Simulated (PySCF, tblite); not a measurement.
# CH₄GeNO radical: geometry, infrared bands and EPR parameters

What infrared bands and EPR parameters should CH₄GeNO radical (`[N]=C[O][GeH3]`) show?

Programs: tblite 0.8.0 and PySCF 2.14.0, with density-fitted response routines of our own. Each step states its level of theory. These are calculated values for one molecule in the gas phase, unless marked as measured. Atoms count from 0, in the outputs and in this text.

### Step 1. The starting structure

8 atoms, charge 0, multiplicity 2; geometry from: force field or distance geometry start.

Bonds of the start (Å): N0–C1 1.29, C1–O2 1.40, O2–Ge3 1.82, C1–H4 1.07, Ge3–H5 1.55, Ge3–H6 1.53, Ge3–H7 1.55.

### Step 2. Relaxing the molecule with GFN2-xTB

The job: settings as JSON, then the geometry in Å.

```
{"job": {"kind": "relax", "xc": "GFN2-xTB", "basis": "xTB"}, "charge": 0, "multiplicity": 2}
N      1.394300     1.294700     0.039400
C      1.621000     0.030100    -0.013500
O      0.510300    -0.815200    -0.025400
Ge    -1.183700    -0.143200    -0.009800
H      2.596100    -0.410800    -0.014000
H     -2.059200    -1.177400    -0.770800
H     -1.287300     1.215400    -0.706000
H     -1.582400     0.015800     1.475600
```

Run with:

```
$ OMP_NUM_THREADS=1 python probes_run.py task.json out
```

The driver reads the jobs from task.json and runs them one after another.

**Question.** This job is followed by: GFN2-xTB harmonic vibrations, gas phase; UKS B3LYP, def2-TZVP-core on Ge, pcH-1 on C H N O, non-relativistic, mean-field spin-orbit, GIAO. Predict these results of the whole session: strongest single infrared mode (GFN2-xTB); zero-point energy (GFN2-xTB); g(iso) (B3LYP); ⟨S²⟩; largest a(iso) (averaged by class); potential on the surface of density 0.002 e/bohr³, 1st and 99th percentile.

The runs gave:

| quantity | value |
| --- | --- |
| strongest single infrared mode (GFN2-xTB) | 2076 cm⁻¹, 406 km/mol |
| zero-point energy (GFN2-xTB) | 26.9 kcal/mol |
| g(iso) (B3LYP) | 2.00419 |
| ⟨S²⟩ | 0.756 (exact 0.75) |
| largest a(iso) (averaged by class) | 1H on H4, 137.7 MHz |
| potential on the surface of density 0.002 e/bohr³, 1st and 99th percentile | -1.57 V and 1.81 V |

In words: The optimisation took 47 steps and gained 0.415 eV; among the close pairs (by a distance rule), C1–O2 changed most, from 1.396 to 1.323 Å. No mode is imaginary among the 18: a minimum at this level. The strongest single mode, at 2076 cm⁻¹, moves mainly H5. Unscaled tight-binding wavenumbers are off by several per cent, some by more. Its intensities can rank the bands wrongly. N0 carries the largest spin population, 0.94 e. The isotropic g lies 1.9 ppt above the free-electron value. The hyperfine terms hold no scalar relativity, which the heavier nuclei need. The conformer search found further structures of the same energy, which may be mirror or relabelled copies of this one.
